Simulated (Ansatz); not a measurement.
# AlBrH₃NSi: basis-set convergence

The task here is to estimate one member of a computed series from the others.

The runs use Ansatz 0.2.0, Gaussian basis; one geometry, several basis sets.

Levels to be run: PBE0-D4/def2-SVP; ωB97M-V/def2-SVP; PBE0-D4/def2-QZVPP; ωB97M-V/def2-QZVPP; the functionals' def2-TZVPP values are taken from earlier runs.

## Structure used throughout

An earlier PBE0-D4 in a triple-zeta def2 set relaxation fixed the geometry.

7 atoms, charge 0, spin multiplicity 1.

Atoms are counted from 1 here; the program's logs count them from 0.

Bond lengths: Br1–Si2 2.245 Å, Si2–N3 1.743 Å, Si2–Al4 2.293 Å, Si2–H5 1.486 Å, N3–Al4 1.782 Å, N3–H6 1.010 Å, Al4–H7 1.577 Å. Angles: Br1–Si2–N3 115.3°, Br1–Si2–Al4 125.0°, Br1–Si2–H5 102.7°, N3–Si2–Al4 50.2°, N3–Si2–H5 116.4°, Al4–Si2–H5 132.1°, Si2–N3–Al4 81.2°, Si2–N3–H6 131.0°, Al4–N3–H6 147.8°, Si2–Al4–N3 48.7°, Si2–Al4–H7 174.5°, N3–Al4–H7 136.7°.

Set-up of the first run:

in.yaml reads:

```yaml
crystal:
  periodic: [false, false, false]
  atoms:
    - {symbol: Br, position_ang: [-1.623406, -2.028094, 1.089614]}
    - {symbol: Si, position_ang: [-0.884139, -0.024976, 0.395719]}
    - {symbol: N, position_ang: [0.848922, 0.140535, 0.312626]}
    - {symbol: Al, position_ang: [0.473409, 0.317985, -1.420623]}
    - {symbol: H, position_ang: [-1.595422, 0.915980, 1.300058]}
    - {symbol: H, position_ang: [1.554815, 0.093745, 1.033217]}
    - {symbol: H, position_ang: [1.287019, 0.516724, -2.756313]}
basis:
  gaussian: {orbitals: def2-SVP}
hamiltonian: {xc: pbe0, dispersion: d4}
output: {orbitals: {seedname: orbitals}}
```

Command:

```bash
$ ansatz run in.yaml --threads 2 --pin off --events-out ev --progress --plain --max-ram 4352MiB
```

Steps of the session up to this table: PBE0-D4 in def2-SVP; ωB97M-V in def2-SVP; PBE0-D4 in def2-QZVPP; ωB97M-V in def2-QZVPP.

One of the session's tables, all rows but one given; the rest of the session is left out.

It belongs to the step «Functionals by basis». 

| functional | basis | HOMO (eV) |
| --- | --- | --- |
| PBE0-D4 | def2-SVP | -6.64 |
| PBE0-D4 | def2-TZVPP | -6.68 |
| PBE0-D4 | def2-QZVPP | -6.69 |
| ωB97M-V | def2-SVP | -8.54 |
| ωB97M-V | def2-TZVPP | -8.62 |
| ωB97M-V | def2-QZVPP | ? |

Q: Estimate the row for ωB97M-V, def2-QZVPP from the others.

The run gave: HOMO (eV): -8.64. In the column «HOMO (eV)» it is the lowest.
